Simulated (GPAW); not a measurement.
# MoPd2 (Immm) in GPAW: reference runs

How does MoPd2 come out in PBEsol? The cell is run as given.

Program: GPAW 26.7.0. These are calculated values, not measurements. Logs are shortened: lines on timing, memory, paths and dates and some standing lists are left out, and cuts for length are marked. The log counts tension as positive stress, the text compression.

### Step 1. The structure

The structure is orthorhombic, space group Immm (No. 71). Conventional cell: a = 2.747 Å, b = 3.944 Å, c = 8.228 Å, α = 90.00°, β = 90.00°, γ = 90.00°. Pd (site symmetry mm2) is surrounded by 7 Pd at 2.72 to 2.78 Å and 5 Mo at 2.75 to 2.76 Å. Mo (site symmetry mmm) has 2 Mo at 2.75 Å and 10 Pd at 2.75 to 2.76 Å as nearest neighbours.

The cell comes from a database or a generator and needn't be the stable form of this composition.

### Step 2. Single point, PBEsol

Contents of run.py:

```python
from ase import Atoms
from ase.dft.bandgap import bandgap
from ase.io import write
from ase.units import Bohr, GPa
from gpaw import GPAW, PW, setup_paths
from gpaw.elf import elf_from_dft_calculation

setup_paths.insert(0, '.')

atoms = Atoms(['Pd', 'Pd', 'Mo'],
              cell=[[-1.37353637, 1.972034755, 4.11380972],
                    [1.37353637, -1.972034755, 4.11380972],
                    [1.37353637, 1.972034755, -4.11380972]],
              scaled_positions=[[0.66520312, 0.66520312, 0.0],
                                [0.33479688, 0.33479688, 0.0],
                                [0.0, 0.0, 0.0]],
              pbc=True)

calc = GPAW(mode=PW(600),
            xc='PBEsol',
            kpts={'size': (12, 12, 12), 'gamma': True},
            occupations={'name': 'fermi-dirac', 'width': 0.05},
            nbands=41,
            convergence={'density': 1e-05, 'energy': 1e-05},
            maxiter=150,
            txt='gpaw.txt')
atoms.calc = calc
energy = atoms.get_potential_energy()
forces = atoms.get_forces()
stress = atoms.get_stress()
calc.write('gs.gpw')
write('result.traj', atoms)
print(f'Energy: {energy:.6f} eV')
print('Forces (eV/A):')
print(forces.round(4))
print('Stress (GPa):', (stress / GPa).round(3))
print('Fermi level:', round(calc.get_fermi_level(), 4), 'eV')
print(f'Gap: {bandgap(calc)[0]:.4f} eV, direct: {bandgap(calc, direct=True)[0]:.4f} eV')

# fields on the real-space grid
write('density.cube', atoms, data=calc.get_pseudo_density() * Bohr**3)
write('potential.cube', atoms, data=calc.get_electrostatic_potential())
write('elf.cube', atoms, data=elf_from_dft_calculation(calc).data)
```

Potentials or basis: PAW data sets generated in the run's folder for this functional, pw.

Command:

```bash
> gpaw-setup -f PBEsol Mo Pd
> OMP_NUM_THREADS=1 python run.py
```

gpaw.txt:

```text
__  _  _
 | _ |_)|_||  |
 |__||  | ||/\| - 26.7.0

Input parameters:
  mode=PW(ecut=600.0),
  convergence={'density': 1e-05, 'energy': 1e-05},
  kpts=MonkhorstPack(size=(12, 12, 12), gamma=True),
  maxiter=150,
  nbands=41,
  occupations=Occupations(name='fermi-dirac', width=0.05),
  xc=XC(name='PBEsol')

Diagonalizing LCAO Hamiltonian
Converting LCAO to pw mode

       Pd

       Pd

       Mo

Atoms  # Å, Bohr magnetons
|   | symbol |         x |        y |        z |    initial magnetic moments |
|---|--------|-----------|----------|----------|-----------------------------|
| 0 |     Pd | -0.000000 | 0.000000 | 5.473038 | ( 0.0000,  0.0000,  0.0000) |
| 1 |     Pd |  0.000000 | 0.000000 | 2.754581 | ( 0.0000,  0.0000,  0.0000) |
| 2 |     Mo |  0.000000 | 0.000000 | 0.000000 | ( 0.0000,  0.0000,  0.0000) |

Unit cell  # Å
| periodic |         x |         y |         z |  lengths |     angles |
|----------|-----------|-----------|-----------|----------|------------|
|      yes | -1.373536 |  1.972035 |  4.113810 | 4.764342 | 146.488174 |
|      yes |  1.373536 | -1.972035 |  4.113810 | 4.764342 | 131.097927 |
|      yes |  1.373536 |  1.972035 | -4.113810 | 4.764342 |  60.585786 |

Number of symmetries: 8
Symmetry operations  # r_c * U_cc + t_c -> r_c
|   | kind |            matrix            |
|---|------|------------------------------|
| 0 |  σ   |  1, 1, 1,  0, 0,-1,  0,-1, 0 |
| 1 |  E   |  1, 0, 0,  0, 1, 0,  0, 0, 1 |
| 2 |  C2  |  0, 1, 0,  1, 0, 0, -1,-1,-1 |
| 3 |  C2  |  0, 0, 1, -1,-1,-1,  1, 0, 0 |
| 4 |  σ   |  0, 0,-1,  1, 1, 1, -1, 0, 0 |
| 5 |  σ   |  0,-1, 0, -1, 0, 0,  1, 1, 1 |
| 6 |  i   | -1, 0, 0,  0,-1, 0,  0, 0,-1 |
| 7 |  C2  | -1,-1,-1,  0, 0, 1,  0, 1, 0 |

BZ-sampling:
  Number of BZ points: 1728
  Number of IBZ points: 280

  Monkhorst-Pack size: [12, 12, 12]
  Monkhorst-Pack shift: [0.041666666666666664, 0.041666666666666664, 0.041666666666666664]

K-points  # in reciprocal-cell coordinates
|     |                                coordinates |     weight |
|-----|--------------------------------------------|------------|
|   0 | ( -0.00000000,  -0.00000000,  -0.00000000) | 0.00057870 |
|   1 | (  0.08333333,  -0.08333333,  -0.08333333) | 0.00115741 |
|   2 | (  0.08333333,  -0.08333333,  -0.00000000) | 0.00231481 |
|   3 | (  0.08333333,  -0.08333333,   0.08333333) | 0.00115741 |
|   4 | (  0.08333333,  -0.00000000,  -0.08333333) | 0.00231481 |
|   5 | (  0.08333333,  -0.00000000,  -0.00000000) | 0.00231481 |
|   6 | (  0.08333333,   0.08333333,  -0.08333333) | 0.00115741 |
|   7 | (  0.16666667,  -0.16666667,  -0.16666667) | 0.00115741 |
|   8 | (  0.16666667,  -0.16666667,  -0.08333333) | 0.00231481 |
|   9 | (  0.16666667,  -0.16666667,  -0.00000000) | 0.00231481 |
| ... |                                            |            |
| 279 | (  0.50000000,   0.50000000,   0.50000000) | 0.00057870 |

Plane wave coefficients: 1527
Cutoff: 600.0 eV

Spin-components: 1 (collinear spins)
Bands:           41
Projectors:      18
Spin-degeneracy: 2
Datatype:        complex128

Parallelization:
  kpt:    1
  domain: 1
  band:   1

Density:
  Valence electrons: 46.0
  Components: 1
  Grid points: [27 27 27]
  Charge: 0.0  # |e|

Potential:
  Grid points: [27 27 27]

species:
  Pd:
    name:    Palladium
    Z:       46.0
    valence: 16
    core:    30
    charge:  0.0  # [|e|]
    compensation charges:
      type: gauss
      rc: 0.38  # [Å]
      lmax: 2
    cutoffs:
      filter: 2.38  # [Å]
      core: 2.28  # [Å]
    projectors
    | kind |    occ | energy [eV] | rcut [Å] |
    |------|--------|-------------|----------|
    |   5s |  0.000 |      -3.290 |    1.228 |
    |   4p |  6.000 |     -51.151 |    1.360 |
    |   5p |  0.000 |      -0.235 |    1.360 |
    |   4d | 10.000 |      -4.049 |    1.228 |
    |    s |        |      23.922 |    1.228 |
    |    d |        |      23.162 |    1.228 |

    Using partial waves for Pd as LCAO basis

  Mo:
    name:    Molybdenum
    Z:       42.0
    valence: 14
    core:    28
    charge:  0.0  # [|e|]
    compensation charges:
      type: gauss
      rc: 0.38  # [Å]
      lmax: 2
    cutoffs:
      filter: 2.16  # [Å]
      core: 1.42  # [Å]
    projectors
    | kind |    occ | energy [eV] | rcut [Å] |
    |------|--------|-------------|----------|
    |   4s |  2.000 |     -64.262 |    1.238 |
    |   5s |  1.000 |      -4.116 |    1.238 |
    |   4p |  6.000 |     -38.461 |    1.296 |
    |   5p |  0.000 |      -1.012 |    1.296 |
    |   4d |  5.000 |      -3.770 |    1.296 |
    |    d |        |      23.442 |    1.296 |

    Using partial waves for Mo as LCAO basis

Reference energy: -384395.911605  # eV

eigensolver:
  PPCG
  Converge bands: occupied
  niter=2

density mixing:
  MSR1-Mixer
  Pratt-step length: 0.05
  Maximum mixing coefficient: 0.75
  Old densities: 10
  SVD Regularization: 0.005
  Good broyden scale: 1.0
  Trust region scale: 1.0
  Backstep threshold: 4.0
  History deletion threshold: 6.0
  Fourier metric: weight=20.0, sigma=0.015

occupation numbers:
  Fermi-Dirac:
    width: 0.0500  # eV

poisson solver:
  ecut: 4800.0  # eV

xc functional:
  name: PBEsol with 2 nearest neighbor stencil

convergence criteria:
- Maximum integral of absolute [dens]ity change: 1e-05 electrons / valence electron
- Maximum [total energy] change in last 3 cyles: 1e-05 eV / valence electron
- Maximum integral of absolute [eigenst]ate change: 4e-08 eV^2 / valence electron
maximum number of iterations: 150

SCF iterations
|iter     | |      energy | eigst |  dens |
|---------|-|-------------|-------|-------|
|iter:   1| |  -27.136917 | +0.56 |       |
|iter:   2| |  -24.898415 | -1.38 | -0.85 |
|iter:   3| |  -22.351762 | -1.44 | -0.97 |
|iter:   4| |  -21.749709 | -1.68 | -1.28 |
|iter:   5| |  -21.717344 | -3.24 | -1.93 |
|iter:   6| |  -21.699630 | -3.40 | -2.13 |
|iter:   7| |  -21.699224 | -4.73 | -2.77 |
|iter:   8| |  -21.699235c| -5.77 | -3.47 |
|iter:   9| |  -21.699241c| -6.75 | -4.10 |
|iter:  10| |  -21.699241c| -7.61c| -4.73 |
|iter:  11| |  -21.699241c| -7.82c| -5.12c|

Converged in 11 steps
Energy contributions relative to reference atoms: (reference = -384395.911605)

Energy contributions:
  Kinetic:         -30.687008
  Coulomb:          14.101917
  Zero:             -0.488745
  External:          0.000000
  Xc:               -4.615966
  Entropy:          -0.018878
  Spinorbit:         0.000000
  ----------------------------
  Free energy:     -21.708680
  Extrapolated:    -21.699241

dipole moment: (-13.405499, -19.246749, 9.291283)  # |e|*Ang

Fermi level: 11.406
Eigenvalues  # (at kpt = [-0.000, -0.000, -0.000])
| band index |      eig [eV] | occ [0-2] |
|------------|---------------|-----------|
|          0 |       -49.935 |     2.000 |
|        ... |               |           |
|         16 |         7.934 |     2.000 |
|         17 |         8.176 |     2.000 |
|         18 |         8.773 |     2.000 |
|         19 |         9.195 |     2.000 |
|         20 |         9.381 |     2.000 |
|         21 |         9.701 |     2.000 |
[... 8 lines left out ...]
|         30 |        21.258 |     0.000 |
|         31 |        23.953 |     0.000 |
|        ... |               |           |
|         40 |        37.405 |     0.000 |

No gap
No difference between direct/indirect transitions

Forces  # eV/Ang
|       x |       y |        z |
|---------|---------|----------|
| 0.00000 | 0.00000 | -0.02143 |  # Pd   0
| 0.00000 | 0.00000 |  0.02143 |  # Pd   1
| 0.00000 | 0.00000 | -0.00000 |  # Mo   2

Stress tensor  # eV/Ang^3
|         x |         y |        z |
|-----------|-----------|----------|
|  0.029966 | -0.000000 | 0.000000 |
| -0.000000 |  0.033177 | 0.000000 |
|  0.000000 |  0.000000 | 0.033095 |

# Writing to gs.gpw (mode='')
```

Wall time 8.1 min (1 thread of Arm Neoverse V2, shared host); peak memory 0.53 GiB.

Results:

```
Free energy            : -21.7087 eV
Pressure               : -5.1 GPa
Largest force          : 0.021 eV/Å
Band gap on the k mesh : none (metal or under the smearing width)
```

Forces in eV/Å, atoms in the order of the input:
```
Pd   0.000  0.000 -0.021
Pd   0.000  0.000  0.021
Mo   0.000  0.000  0.000
```

Stress tensor (GPa, compression positive):
```
-4.80  0.00  0.00
 0.00 -5.32  0.00
 0.00  0.00 -5.30
```

Caveat: the program warned that so skewed a cell can give wrong results.
